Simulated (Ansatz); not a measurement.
Set up this calculation in Ansatz 0.2.0, as the native input.

```
Task                : relaxation of cell and atoms
Functional          : PBEsol
Potentials or basis : Ansatz PAW
Cutoff              : 420 eV (not typed: the program's choice for these potentials)
k mesh              : 10 × 10 × 6
Occupations         : fermi-dirac, width 0.05 eV
Spin                : no spin polarisation
```

CuO2:

```xyz
6
Lattice="1.4126 -5.2107 0.0000 1.4126 5.2107 0.0000 0.0000 0.0000 4.3434" Properties=species:S:1:pos:R:3 pbc="T T T"
Cu    1.4126    3.4677    3.2576
Cu    1.4126   -3.4677    1.0859
O     1.4126   -3.0115    3.2576
O     1.4126    3.0115    1.0859
O     1.4126   -0.5366    3.2576
O     1.4126    0.5366    1.0859
```

The cell comes from a database or a generator and needn't be the stable form of this composition.

One way to write it, as run:

input.yaml

```yaml
crystal:
  lattice:
    - [1.412615, -5.210747, 0.0]
    - [1.412615, 5.210747, 0.0]
    - [0.0, 0.0, 4.343424]
  atoms:
    - { symbol: Cu, position: [0.167253, 0.832747, 0.75] }
    - { symbol: Cu, position: [0.832747, 0.167253, 0.25] }
    - { symbol: O, position: [0.78897, 0.21103, 0.75] }
    - { symbol: O, position: [0.21103, 0.78897, 0.25] }
    - { symbol: O, position: [0.551486, 0.448514, 0.75] }
    - { symbol: O, position: [0.448514, 0.551486, 0.25] }
hamiltonian:
  xc: pbesol
  pseudopotentials: { kind: paw }
kpoints:
  mp_grid: { grid: [10, 10, 6] }
scf:
  occupations: { method: fermi_dirac, width: 0.05 }
output:
  forces: true
  stress: true
  eigenvalues: true
  write_density: true
  write_potential: true
  elf: true
  volumetric_format: npy
relax:
  f_tol: 0.01
  max_steps: 40
  cell: { stress_tol: 0.05 }
```

Potentials or basis: Ansatz PAW.

The run is started by

```bash
$ ansatz run input.yaml --threads 2 --pin off --max-ram 5632MiB --backend cpu --events-out ev --progress --plain --runs-dir out
```

Results of the run:

```
Relaxed volume                         : 9.30 Å³/atom
Relaxed cell                           : a = 5.044 Å, b = 5.044 Å, c = 4.079 Å, α = 90.00°, β = 90.00°, γ = 147.47°
Space group after relaxing (to 0.05 Å) : Cmcm (No. 63)
Energy gained by relaxing              : 27.2 meV/atom
Ionic steps                            : 16
Pressure after relaxing                : 0.0 GPa
Largest force after relaxing           : 0.003 eV/Å
Band gap on the k mesh                 : none (metal or under the smearing width)
```

Caveat: the plane-wave basis is chosen anew once the cell has moved, so the energies of steps on either side of that aren't comparable; the pressure holds a Pulay correction of +1.0 GPa for the finite cutoff; the run has no spin polarisation, though such a crystal can be magnetic; semilocal functionals often make such compounds metallic where correlation or magnetic order opens a gap, which also shifts bond lengths; the PAW data sets come from PBE, with cores solved anew for the run's functional, which leaves a small shift of forces and pressure.

Wall time 110 s on 2 threads of Intel(R) Xeon(R) Platinum 8375C CPU @ 2.90GHz (Ice Lake) (shared host), peak memory 0.61 GiB.
